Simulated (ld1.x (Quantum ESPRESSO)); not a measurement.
**How the rcutus of the s waves shapes a PAW potential for B, part 1 of 2**

One potential is built and tested. Then the rcutus of the s waves is changed, to learn what it costs or gains.

The numbers are computed with ld1.x (Quantum ESPRESSO) 7.5 (PBEsol, scalar-relativistic, spin-unpolarised reference atom).

**1. Starting point**

Typed settings, in words:

```json
{
  "element": "boron (B, Z = 5)",
  "type": "PAW",
  "frozen core": "[He]",
  "valence charge": "3",
  "reference configuration": "2s2 2p1",
  "partial waves": "2s (bound): rcut 1.05, rcutus 1.30 bohr; 2s channel at 1.95 Ry: rcut 1.05, rcutus 1.30 bohr; 2p (bound): rcut 2.55, rcutus 2.80 bohr; 2p channel at 1.35 Ry: rcut 2.55, rcutus 2.80 bohr",
  "local potential": "all-electron potential smoothed inside 2.45 bohr (lloc = -1)",
  "core correction": "Bessel-smoothed model core inside 1.30 bohr",
  "augmentation charge": "PSQ, inside the norm-conserving radii"
}
```

The outer shells as boxes (Hund's rule for the drawing; the calculation is spin-unpolarised):

```
[He] core
2s [↑↓]
2p [↑ ][  ][  ]
```

An earlier all-electron run gives the scale for the radii.

All-electron outer shells of the reference configuration (PBEsol, scalar-relativistic, ld1.x):

| shell | level (eV) | outermost node (bohr) | outermost maximum (bohr) |
| --- | --- | --- | --- |
| 1s | -179.55 | – | 0.21 |
| 2s | -9.36 | 0.46 | 1.52 |
| 2p | -3.56 | – | 1.59 |

**2. Generation of the first potential**

B.in

```
 &input
   title='B', zed=5., rel=1, dft='PBESOL', iswitch=3,
   config='[He] 2s2 2p1',
   nld=2, rlderiv=3.05, eminld=-3.0, emaxld=5.0, deld=0.02
 /
 &inputp
   pseudotype=3, lpaw=.true., tm=.true., lloc=-1, rcloc=2.45,
   nlcc=.true., new_core_ps=.true., rcore=1.30,
   which_augfun='PSQ', rmatch_augfun_nc=.true.,
   file_pseudopw='B.UPF', file_wfcaegen='ae.wfc', file_wfcncgen='nc.wfc', file_beta='beta', file_chi='chi', file_wfcusgen='us.wfc'
 /
4
2S  1  0   2.00   0.00  1.05  1.30  0.0
2S  1  0   0.00   1.95  1.05  1.30  0.0
2P  2  1   1.00   0.00  2.55  2.80  0.0
2P  2  1   0.00   1.35  2.55  2.80  0.0
 &test
   configts(1)='2s2 2p1'
 /
```

The run is started by

```bash
$ ld1.x < B.in > B.out
```

Output in B.out (without the banner and most projector matrices):

```text
     Program LD1 v.7.5
     --------------------------- All-electron run ----------------------------

     B
     scalar relativistic calculation

     atomic number is  5.00
     dft =PBESOL   lsd =0 sic =0 latt =0  beta=0.20 tr2=1.0E-14
     Exchange-correlation= PBESOL
                           (   1   4  10   8   0   0   0)
     mesh =1059 r(mesh) = 101.04461 a.u. xmin = -7.00 dx = 0.01250
     1 Ry =  13.60569312 eV, c = 137.03599908

     n l     nl                  e(Ry)          e(Ha)          e(eV)
     1 0     1S 1( 2.00)       -13.1966        -6.5983      -179.5488
     2 0     2S 1( 2.00)        -0.6880        -0.3440        -9.3611
     2 1     2P 1( 1.00)        -0.2613        -0.1307        -3.5553

     final scf error:  5.9E-15 reached in  38 iterations

     Etot =     -48.939619 Ry,     -24.469810 Ha,    -665.857443 eV

     Ekin =      48.734958 Ry,      24.367479 Ha,     663.072881 eV
     Encl =    -113.420501 Ry,     -56.710251 Ha,   -1543.164533 eV
     Eh   =      23.055873 Ry,      11.527936 Ha,     313.691127 eV
     Exc  =      -7.309949 Ry,      -3.654974 Ha,     -99.456918 eV

     normalization and overlap integrals

     s(1S/1S) =  1.000000  <r> =   0.3303  <r2> =    0.1482  r(max) =   0.2103
     s(2S/2S) =  1.000000  <r> =   1.9587  <r2> =    4.6280  r(max) =   1.5152
     s(2P/2P) =  1.000000  <r> =   2.3021  <r2> =    6.8779  r(max) =   1.5929

     ------------------------ End of All-electron run ------------------------

     --------------------- Generating PAW atomic setup --------------------

      Generating local potential from pseudized AE potential:
      Matching radius rcloc =   2.4500

      Local pseudo, rcloc= 2.436 Estimated cut-off energy=     4.08 Ry

      Computing core charge for nlcc:

       r > 1.30 : true rho core
      Core charge pseudized with two Bessel functions
      Integrated core pseudo-charge :   0.11
      Wfc-us  2S rcutus= 1.304  Estimated cut-off energy=    25.21 Ry
      Wfc-us  2S rcutus= 1.304  Estimated cut-off energy=    29.93 Ry
      Wfc-us  2P rcutus= 2.831  Estimated cut-off energy=     9.85 Ry
      Wfc-us  2P rcutus= 2.831  Estimated cut-off energy=    20.83 Ry

     Required augmentation: PSQ   radius:    2.800000

     Q pseudized with Bessel functions
     Expected ecutrho=     162.7934 due to l1=  0   l2=  1

     Estimated PAW energy =  -10.686100 Ryd

     The PAW screened D coefficients
     0.12304     0.20764     0.00000     0.00000
     0.20764     0.28281     0.00000     0.00000
     0.00000     0.00000    -0.27285    -0.16130
     0.00000     0.00000    -0.16130    -1.32150

     The PAW descreened D coefficients (US)
     0.13971     0.20836     0.00000     0.00000
     0.20836     0.26110     0.00000     0.00000
     0.00000     0.00000     0.17536    -0.26438
     0.00000     0.00000    -0.26438    -2.20740

     ------------------- End of pseudopotential generation -------------------

     [... the all-electron block is printed once more ...]


     Computing logarithmic derivative in   3.03233
     Computing logarithmic derivative in   3.03233
     Computing the partial wave expansion
     R is outside the sphere for l=    0 j= 0.00
     R is outside the sphere for l=    0 j= 0.00
     R is outside the sphere for l=    1 j= 0.00
     R is outside the sphere for l=    1 j= 0.00

     ---------------------- Testing the pseudopotential ----------------------

     B
     scalar relativistic calculation

     atomic number is  5.00   valence charge is  3.00
     dft = SLA  PW   PSX  PSC   lsd =0 sic =0 latt =0  beta=0.20 tr2=1.0E-14
     mesh =1059 r(mesh) = 101.04461 xmin = -7.00 dx = 0.01250

     n l     nl             e AE (Ry)        e PS (Ry)    De AE-PS (Ry)
     1 0     2S   1( 2.00)       -0.68803       -0.68803        0.00000
     2 1     2P   1( 1.00)       -0.26131       -0.26131        0.00000

     eps = 3.8E-16  iter =  3

     Etot =     -48.939619 Ry,     -24.469810 Ha,    -665.857443 eV
     Etotps =   -10.686101 Ry,      -5.343051 Ha,    -145.391815 eV

     Ekin =       5.604914 Ry,       2.802457 Ha,      76.258734 eV
     Encl =     -12.968045 Ry,      -6.484022 Ha,    -176.439235 eV
     Ehrt =       3.986978 Ry,       1.993489 Ha,      54.245598 eV
     Ecxc =      -7.309948 Ry,      -3.654974 Ha,     -99.456913 eV
     (Ecc =      -0.062261 Ry,      -0.031130 Ha,      -0.847101 eV)

     ---------------------- End of pseudopotential test ----------------------
```

Wall time 1.4 s (1 thread, shared host). This counts the later configuration tests of the new file too.

All-electron and pseudo partial waves u(r) = r·R(r), from the program's wave files:

```
r (bohr)   2p AE   2p PS    2s AE   2s PS
   0.140  0.0483  0.0088  -0.2999  0.0776
   0.280  0.1433  0.0347  -0.2394  0.1580
   0.420  0.2458  0.0760  -0.0603  0.2427
   0.560  0.3400  0.1298   0.1384  0.3316
   0.700  0.4203  0.1927   0.3172  0.4222
   0.840  0.4864  0.2606   0.4633  0.5103
   0.980  0.5388  0.3294   0.5748  0.5900
   1.120  0.5775  0.3952   0.6532  0.6557
   1.260  0.6037  0.4544   0.7025  0.7025
   1.400  0.6192  0.5043   0.7278  0.7278
   1.540  0.6256  0.5430   0.7340  0.7340
   1.680  0.6245  0.5697   0.7253  0.7253
   1.820  0.6174  0.5843   0.7056  0.7056
   1.960  0.6055  0.5880   0.6779  0.6779
   2.100  0.5899  0.5823   0.6449  0.6449
   2.240  0.5715  0.5691   0.6084  0.6084
   2.380  0.5511  0.5509   0.5700  0.5700
   2.520  0.5292  0.5294   0.5310  0.5310
   2.660  0.5064  0.5065   0.4922  0.4922
   2.800  0.4831  0.4831   0.4543  0.4543
   2.940  0.4597  0.4597   0.4178  0.4178
   3.080  0.4364  0.4364   0.3830  0.3830
   3.220  0.4135  0.4135   0.3501  0.3501
   3.360  0.3911  0.3911   0.3193  0.3193
   3.500  0.3694  0.3694   0.2906  0.2906
   3.640  0.3484  0.3484   0.2640  0.2640
```

**3. Testing the new file in other configurations**

B.test.in

```
 &input
   title='B', zed=5., rel=1, dft='PBESOL', iswitch=2,
   config='[He] 2s2 2p1'
 /
 &test
   file_pseudo='B.UPF', nconf=8,
   configts(1)='2s2 2p1',
   configts(2)='2s2 2p0',
   configts(3)='2s1 2p0',
   configts(4)='2s2 2p0.5',
   configts(5)='2s1 2p1',
   configts(6)='2s1 2p2',
   configts(7)='2s0 2p3',
   configts(8)='2s2 2p1.3'
 /
```

The run is started by

```bash
$ ld1.x < B.test.in > B.test.out
```

B.test.out, the pseudopotential blocks:

```text
     ---------------------- Testing the pseudopotential ----------------------

     B
     scalar relativistic calculation

     atomic number is  5.00   valence charge is  3.00
     dft =SLA  PW   PSX  PSC   lsd =0 sic =0 latt =0  beta=0.20 tr2=1.0E-14
     mesh =1059 r(mesh) = 101.04461 xmin = -7.00 dx = 0.01250

     n l     nl             e AE (Ry)        e PS (Ry)    De AE-PS (Ry)
     1 0     2S   1( 2.00)       -0.68803       -0.68803        0.00000
     2 1     2P   1( 1.00)       -0.26131       -0.26131        0.00000

     eps = 1.6E-16  iter =  3

     Etot =     -48.939619 Ry,     -24.469810 Ha,    -665.857443 eV
     Etotps =   -10.686101 Ry,      -5.343051 Ha,    -145.391815 eV

     Ekin =       5.604914 Ry,       2.802457 Ha,      76.258734 eV
     Encl =     -12.968045 Ry,      -6.484022 Ha,    -176.439235 eV
     Ehrt =       3.986978 Ry,       1.993489 Ha,      54.245598 eV
     Ecxc =      -7.309948 Ry,      -3.654974 Ha,     -99.456913 eV
     (Ecc =      -0.062261 Ry,      -0.031130 Ha,      -0.847101 eV)

     ---------------------- End of pseudopotential test ----------------------

     ---------------------- Testing the pseudopotential ----------------------

     B
     [...]
     n l     nl             e AE (Ry)        e PS (Ry)    De AE-PS (Ry)
     1 0     2S   1( 2.00)       -1.42426       -1.42433        0.00007
     2 1     2P   1( 0.00)       -0.97362       -0.97372        0.00010

     eps = 8.8E-15  iter =  6

     Etot =     -48.341382 Ry,     -24.170691 Ha,    -657.718009 eV
     Etotps =   -10.087845 Ry,      -5.043922 Ha,    -137.252118 eV
     dEtot_ae =       0.598237 Ry
     dEtot_ps =       0.598257 Ry,   Delta E=      -0.000019 Ry

     [...]
     ---------------------- End of pseudopotential test ----------------------

     ---------------------- Testing the pseudopotential ----------------------

     B
     [...]
     n l     nl             e AE (Ry)        e PS (Ry)    De AE-PS (Ry)
     1 0     2S   1( 1.00)       -2.29896       -2.29995        0.00100
     2 1     2P   1( 0.00)       -1.85728       -1.85717       -0.00011

     eps = 4.0E-15  iter =  6

     Etot =     -46.484682 Ry,     -23.242341 Ha,    -632.456312 eV
     Etotps =    -8.230702 Ry,      -4.115351 Ha,    -111.984401 eV
     dEtot_ae =       2.454938 Ry
     dEtot_ps =       2.455400 Ry,   Delta E=      -0.000462 Ry

     [...]
     ---------------------- End of pseudopotential test ----------------------

     ---------------------- Testing the pseudopotential ----------------------

     B
     [...]
     n l     nl             e AE (Ry)        e PS (Ry)    De AE-PS (Ry)
     1 0     2S   1( 2.00)       -1.03096       -1.03092       -0.00003
     2 1     2P   1( 0.50)       -0.58868       -0.58867       -0.00002

     eps = 3.5E-15  iter =  7

     Etot =     -48.729751 Ry,     -24.364876 Ha,    -663.002041 eV
     Etotps =   -10.476241 Ry,      -5.238120 Ha,    -142.536516 eV
     dEtot_ae =       0.209868 Ry
     dEtot_ps =       0.209861 Ry,   Delta E=       0.000008 Ry

     [...]
     ---------------------- End of pseudopotential test ----------------------

     ---------------------- Testing the pseudopotential ----------------------

     B
     [...]
     n l     nl             e AE (Ry)        e PS (Ry)    De AE-PS (Ry)
     1 0     2S   1( 1.00)       -1.43189       -1.43219        0.00030
     2 1     2P   1( 1.00)       -0.98226       -0.98245        0.00019

     eps = 9.6E-16  iter =  9

     Etot =     -47.891210 Ry,     -23.945605 Ha,    -651.593113 eV
     Etotps =    -9.637638 Ry,      -4.818819 Ha,    -131.126739 eV
     dEtot_ae =       1.048409 Ry
     dEtot_ps =       1.048464 Ry,   Delta E=      -0.000055 Ry

     [...]
     ---------------------- End of pseudopotential test ----------------------

     ---------------------- Testing the pseudopotential ----------------------

     B
     [...]
     n l     nl             e AE (Ry)        e PS (Ry)    De AE-PS (Ry)
     1 0     2S   1( 1.00)       -0.72373       -0.72379        0.00007
     2 1     2P   1( 2.00)       -0.29522       -0.29520       -0.00002

     eps = 4.4E-15  iter =  7

     Etot =     -48.511915 Ry,     -24.255957 Ha,    -660.038223 eV
     Etotps =   -10.258354 Ry,      -5.129177 Ha,    -139.572020 eV
     dEtot_ae =       0.427705 Ry
     dEtot_ps =       0.427747 Ry,   Delta E=      -0.000042 Ry

     [...]
     ---------------------- End of pseudopotential test ----------------------

     ---------------------- Testing the pseudopotential ----------------------

     B
     [...]
     n l     nl             e AE (Ry)        e PS (Ry)    De AE-PS (Ry)
     1 0     2S   1( 0.00)       -0.75347       -0.75365        0.00018
     2 1     2P   1( 3.00)       -0.32404       -0.32399       -0.00004

     eps = 9.8E-15  iter =  9

     Etot =     -48.082880 Ry,     -24.041440 Ha,    -654.200912 eV
     Etotps =    -9.829169 Ry,      -4.914584 Ha,    -133.732654 eV
     dEtot_ae =       0.856739 Ry
     dEtot_ps =       0.856933 Ry,   Delta E=      -0.000193 Ry

     [...]
     ---------------------- End of pseudopotential test ----------------------

     ---------------------- Testing the pseudopotential ----------------------

     B
     [...]
     n l     nl             e AE (Ry)        e PS (Ry)    De AE-PS (Ry)
     1 0     2S   1( 2.00)       -0.51340       -0.51346        0.00006
     2 1     2P   1( 1.30)       -0.09855       -0.09860        0.00006

     eps = 4.3E-16  iter = 10

     Etot =     -48.992867 Ry,     -24.496434 Ha,    -666.581914 eV
     Etotps =   -10.739359 Ry,      -5.369680 Ha,    -146.116423 eV
     dEtot_ae =      -0.053248 Ry
     dEtot_ps =      -0.053258 Ry,   Delta E=       0.000010 Ry

     [...]
     ---------------------- End of pseudopotential test ----------------------
```

Excitation and ionisation energies from 2s2 2p1, with the error of the potential.

| valence configuration | charge | ΔE all-electron (eV) | error AE − PS (meV) |
| --- | --- | --- | --- |
| 2s2 2p0 | +1 | 8.139 | -0.3 |
| 2s1 2p0 | +2 | 33.401 | -6.3 |
| 2s2 2p0.5 | +0.5 | 2.855 | +0.1 |
| 2s1 2p1 | +1 | 14.264 | -0.7 |
| 2s1 2p2 | 0 | 5.819 | -0.6 |
| 2s0 2p3 | 0 | 11.657 | -2.6 |
| 2s2 2p1.3 | -0.3 | -0.724 | +0.1 |

(Continued in part 2 of 2.)
